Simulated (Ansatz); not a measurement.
# ZrSiIr: the cost of one run

Computed with Ansatz 0.2.0 (DFT PBEsol, scalar-relativistic, plane waves, PAW).

## Step 1: The starting structure

It takes space group Pnma (No. 62, orthorhombic). Conventional cell: a = 6.578 Å, b = 3.978 Å, c = 7.436 Å, α = 90.00°, β = 90.00°, γ = 90.00°. Zr (site symmetry m) has 5 Si at 2.82 Å and 6 Ir at 2.96 to 3.07 Å as nearest neighbours. Si (site symmetry m) has 4 Ir at 2.46 to 2.50 Å and 5 Zr at 2.82 Å as nearest neighbours. Ir (site symmetry m) is surrounded by 4 Si at 2.46 to 2.50 Å.

Coordinates:

```
Zr Si Ir
1.0
     6.57781    0.00000    0.00000
     0.00000    3.97830    0.00000
     0.00000    0.00000    7.43564
Zr Si Ir
4 4 4
Cartesian
  0.1176 0.9946 1.3518
  3.4065 0.9946 2.3660
  6.4602 2.9837 6.0838
  3.1713 2.9837 5.0696
  1.8323 0.9946 6.5545
  5.1212 0.9946 4.5990
  4.7455 2.9837 0.8811
  1.4566 2.9837 2.8367
  0.9978 0.9946 4.2016
  4.2867 0.9946 6.9519
  5.5800 2.9837 3.2341
  2.2911 2.9837 0.4837
```

It goes back to an entry of the Materials Project.

It is the result of an earlier relaxation at this level (volume 16.21 Å³/atom; gap on the mesh: none (metal)).

## Step 2: The cell under PBEsol

The input, input.yaml:

```yaml
crystal:
  lattice:
    - [6.5778094354, 0.0, 0.0]
    - [0.0, 3.9783002761, 0.0]
    - [0.0, 0.0, 7.4356442901]
  atoms:
    - { symbol: Zr, position: [0.017884169, 0.25, 0.1817995002] }
    - { symbol: Zr, position: [0.517884169, 0.25, 0.3182004998] }
    - { symbol: Zr, position: [0.982115831, 0.75, 0.8182004998] }
    - { symbol: Zr, position: [0.482115831, 0.75, 0.6817995002] }
    - { symbol: Si, position: [0.2785557548, 0.25, 0.8814990419] }
    - { symbol: Si, position: [0.7785557548, 0.25, 0.6185009581] }
    - { symbol: Si, position: [0.7214442452, 0.75, 0.1185009581] }
    - { symbol: Si, position: [0.2214442452, 0.75, 0.3814990419] }
    - { symbol: Ir, position: [0.1516882778, 0.25, 0.5650561474] }
    - { symbol: Ir, position: [0.6516882778, 0.25, 0.9349438526] }
    - { symbol: Ir, position: [0.8483117222, 0.75, 0.4349438526] }
    - { symbol: Ir, position: [0.3483117222, 0.75, 0.0650561474] }
basis:
  ecutwfc: 420
kpoints:
  mp_grid: { grid: [6, 10, 6] }
hamiltonian:
  xc: pbesol
scf:
  occupations: { method: gaussian, width: 0.1 }
output:
  forces: true
  stress: true
  eigenvalues: true
relax:
  adjacent_minimum: "off"
  f_tol: 0.005
  max_steps: 50
  cell: { stress_tol: 0.05 }
```

Command:

```bash
> ansatz run input.yaml --threads 4 --pin off --max-ram 10240MiB --backend cpu --events-out ev --progress --plain --runs-dir out
```

**Question.** How long does this run take on 4 threads of AMD EPYC 9R45 (Zen 5), shared host, and how much memory does it need?

About 49 s, with a peak of 1.5 GiB.
